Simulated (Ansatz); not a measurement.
# C2H7NSi: one species, many methods

One table from this session's results is given with a row withheld; the runs are named, their logs left out.

Method: functionals in def2-TZVPP, the program's frozen cores in correlated methods; program: Ansatz 0.2.0, Gaussian basis.

The runs, in order: LDA (SPW92), PBE-D4, revPBE-D4, BLYP-D4, r2SCAN-D4, B97M-V, PBE0-D4, B3LYP-D4, r2SCANh-D4, r2SCAN0-D4, HSE06-D4, BHLYP-D4, CAM-B3LYP-D4, LC-ωPBE, ωB97X-V, ωB97M-V, B2PLYP, PBE-QIDH; CCSD(T)/def2-SVP; CCSD(T)/def2-TZVPP; MP2/def2-QZVPP; extrapolation to the limit; RPA on PBE.

## The geometry

All runs share one geometry, relaxed beforehand with PBE0-D4 in a triple-zeta def2 set.

SMILES `CN1C[SiH2]1`, 11 atoms, charge 0, spin multiplicity 1.

Atoms are counted from 1 here; the program's logs count them from 0.

Bond lengths: C1–N2 1.436 Å, C1–H5 1.095 Å, C1–H6 1.092 Å, C1–H7 1.101 Å, N2–C3 1.476 Å, N2–Si4 1.708 Å, C3–Si4 1.835 Å, C3–H8 1.095 Å, C3–H9 1.089 Å, Si4–H10 1.484 Å, Si4–H11 1.479 Å. Angles: N2–C1–H5 110.4°, N2–C1–H6 109.7°, N2–C1–H7 113.1°, H5–C1–H6 107.8°, H5–C1–H7 107.6°, H6–C1–H7 108.1°, C1–N2–C3 120.7°, C1–N2–Si4 135.7°, C3–N2–Si4 69.9°, N2–C3–Si4 61.0°, N2–C3–H8 115.8°, N2–C3–H9 115.8°, Si4–C3–H8 116.2°, Si4–C3–H9 124.9°, H8–C3–H9 113.0°, N2–Si4–C3 49.1°, N2–Si4–H10 120.3°, N2–Si4–H11 117.6° and more.

Geometry (Å):

```
atom    x (Å)    y (Å)    z (Å)
  C1  -0.2775   1.2197  -0.8402
  N2  -0.3459  -0.1380  -0.3784
  C3  -0.5132  -0.4371   1.0578
 Si4   0.7845  -1.3224   0.1098
  H5  -1.2690   1.6841  -0.8075
  H6   0.0669   1.2391  -1.8766
  H7   0.4037   1.8448  -0.2425
  H8  -0.1630   0.3353   1.7502
  H9  -1.4737  -0.8614   1.3448
 H10   2.1947  -0.9466   0.3786
 H11   0.6576  -2.6747  -0.4756
```

The first run:

Input file in.yaml:

```yaml
crystal:
  periodic: [false, false, false]
  atoms:
    - {symbol: C, position_ang: [-0.277494, 1.219663, -0.840191]}
    - {symbol: N, position_ang: [-0.345906, -0.138011, -0.378352]}
    - {symbol: C, position_ang: [-0.513173, -0.437088, 1.057811]}
    - {symbol: Si, position_ang: [0.784475, -1.322363, 0.109847]}
    - {symbol: H, position_ang: [-1.268952, 1.684081, -0.807520]}
    - {symbol: H, position_ang: [0.066945, 1.239144, -1.876566]}
    - {symbol: H, position_ang: [0.403742, 1.844812, -0.242468]}
    - {symbol: H, position_ang: [-0.163034, 0.335303, 1.750177]}
    - {symbol: H, position_ang: [-1.473692, -0.861358, 1.344821]}
    - {symbol: H, position_ang: [2.194656, -0.946635, 0.378610]}
    - {symbol: H, position_ang: [0.657634, -2.674746, -0.475567]}
basis:
  gaussian: {orbitals: def2-TZVPP}
hamiltonian: {xc: lda}
output: {orbitals: {seedname: orbitals}}
```

Run with:

```bash
ansatz run in.yaml --threads 2 --pin off --events-out ev --progress --plain --max-ram 4352MiB
```

Steps of the session up to this table: LDA; PBE-D4 (GGA); revPBE-D4 (GGA); BLYP-D4 (GGA); r2SCAN-D4 (meta-GGA); B97M-V (meta-GGA); PBE0-D4 (hybrid); B3LYP-D4 (hybrid); r2SCANh-D4 (hybrid); r2SCAN0-D4 (hybrid); HSE06-D4 (hybrid); BHLYP-D4 (hybrid); CAM-B3LYP-D4 (range-separated); LC-ωPBE (range-separated); ωB97X-V (range-separated); ωB97M-V (range-separated); B2PLYP (double hybrid); PBE-QIDH (double hybrid).

One of the session's tables, all rows but one given; the rest of the session is left out.

```
  functional  HOMO (eV)  gap (eV)
 LDA (SPW92)      -5.23      4.10
      PBE-D4      -5.13      4.19
   revPBE-D4          ?         ?
     BLYP-D4      -5.00      4.16
   r2SCAN-D4      -5.34      4.70
      B97M-V      -5.48      4.68
     PBE0-D4      -6.38      6.27
    B3LYP-D4      -6.16      5.82
  r2SCANh-D4      -5.81      5.47
  r2SCAN0-D4      -6.53      6.61
    HSE06-D4      -5.98      5.50
    BHLYP-D4      -7.54      8.25
CAM-B3LYP-D4      -7.71      8.57
     LC-ωPBE      -9.04     11.05
     ωB97X-V      -8.71     10.59
     ωB97M-V      -8.64     10.22
```

**Question.** Estimate the row for revPBE-D4.

As computed: HOMO (eV): -5.09; gap (eV): 4.23. In the column «HOMO (eV)» it lies between PBE-D4 (-5.13) and BLYP-D4 (-5.00).
